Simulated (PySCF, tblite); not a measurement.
# CH13N3OSi4: geometry, infrared bands and NMR shifts

What infrared bands and NMR shifts should CH13N3OSi4 (`O[Si@@H]1CN[Si@@H](N([SiH3])[SiH3])N1`) show?

Programs: tblite 0.8.0 and PySCF 2.14.0, with density-fitted response routines of our own. Each step states its level of theory. These are calculated values for one molecule in the gas phase, unless marked as measured. Atoms count from 0, in the outputs and in this text.

### Step 1. The molecule as given

22 atoms, charge 0, multiplicity 1; geometry from: force field or distance geometry start.

Bonds of the start (Å): O0–Si1 1.72, Si1–C2 1.86, C2–N3 1.44, N3–Si4 1.76, Si4–N5 1.77, N5–Si6 1.77, N5–Si7 1.77, Si4–N8 1.81, N8–Si1 1.79, O0–H9 0.97, Si1–H10 1.46, C2–H11 1.11, C2–H12 1.11, N3–H13 1.04, Si4–H14 1.46, Si6–H15 1.47, Si6–H16 1.46, Si6–H17 1.47, Si7–H18 1.46, Si7–H19 1.48, Si7–H20 1.49, N8–H21 1.03.

### Step 2. Relaxing the molecule with GFN2-xTB

Job settings and geometry (Å):

```
{"job": {"kind": "relax", "xc": "GFN2-xTB", "basis": "xTB"}, "charge": 0, "multiplicity": 1}
O      3.696600     1.073200    -0.428800
Si     2.043200     0.803100    -0.060300
C      1.810400    -0.683400     1.031500
N      0.868800    -1.568300     0.401100
Si    -0.149900    -0.670800    -0.717700
N     -1.306100     0.286100     0.227200
Si    -2.633500    -0.753300     0.770600
Si    -1.965600     1.685600    -0.629200
N      1.086500     0.380100    -1.508800
H      4.218800     0.254300    -0.357800
H      1.466700     1.978900     0.584600
H      2.742800    -1.256100     1.208600
H      1.431600    -0.377400     2.033700
H      1.325500    -2.355500    -0.101400
H     -0.775700    -1.518100    -1.724000
H     -2.419000    -2.103400     0.235100
H     -3.891600    -0.190700     0.297300
H     -2.628800    -0.897800     2.230900
H     -1.015700     2.358800    -1.503100
H     -2.503200     2.619900     0.384600
H     -3.098500     1.197300    -1.457400
H      1.686400    -0.243100    -2.073700
```

Launch:

```bash
$ OMP_NUM_THREADS=1 python probes_run.py task.json out
```

This one command runs all jobs of the session in turn.

**Question.** This job is followed by: GFN2-xTB harmonic vibrations, gas phase; GIAO PBE0/pcSseg-1 NMR shielding, non-relativistic, gas phase. What will the session give for the following? strongest single infrared mode (GFN2-xTB); zero-point energy (GFN2-xTB); 13C shifts against TMS (PBE0/pcSseg-1); 1H shifts against TMS (PBE0/pcSseg-1, means over atoms taken as alike); 17O shifts against H2O (PBE0/pcSseg-1); 29Si shifts against TMS (PBE0/pcSseg-1, means over atoms taken as alike); 15N shifts against NH3 (PBE0/pcSseg-1).

**Answer**, as computed:

```
                                                                quantity                                               value
                               strongest single infrared mode (GFN2-xTB)                                802 cm⁻¹, 969 km/mol
                                            zero-point energy (GFN2-xTB)                                       90.5 kcal/mol
                                  13C shifts against TMS (PBE0/pcSseg-1)                                            32.9 ppm
  1H shifts against TMS (PBE0/pcSseg-1, means over atoms taken as alike)  5.44, 5.13, 4.68, 2.86, 2.51, 1.66, 1.52, 0.53 ppm
                                  17O shifts against H2O (PBE0/pcSseg-1)                                            51.4 ppm
29Si shifts against TMS (PBE0/pcSseg-1, means over atoms taken as alike)                             -19.0, -28.9, -57.4 ppm
                                  15N shifts against NH3 (PBE0/pcSseg-1)                                50.7, 32.0, 16.4 ppm
```

**Reading.** The optimisation took 225 steps and gained 1.506 eV; among the close pairs (by a distance rule), O0–Si1 changed most, from 1.715 to 1.628 Å. All 60 modes are real, so the xTB geometry is a minimum. The strongest single mode, at 802 cm⁻¹, has its largest shares on H9, H15 and H17 (the list is cut at 3 atoms). GFN2-xTB is a fitted tight-binding method: band positions and strengths are rough. Its intensities can rank the bands wrongly. At PBE0/pcSseg-1: Shielding is most anisotropic at Si6, Si7 (span 107 ppm, paramagnetic term -474 ppm).
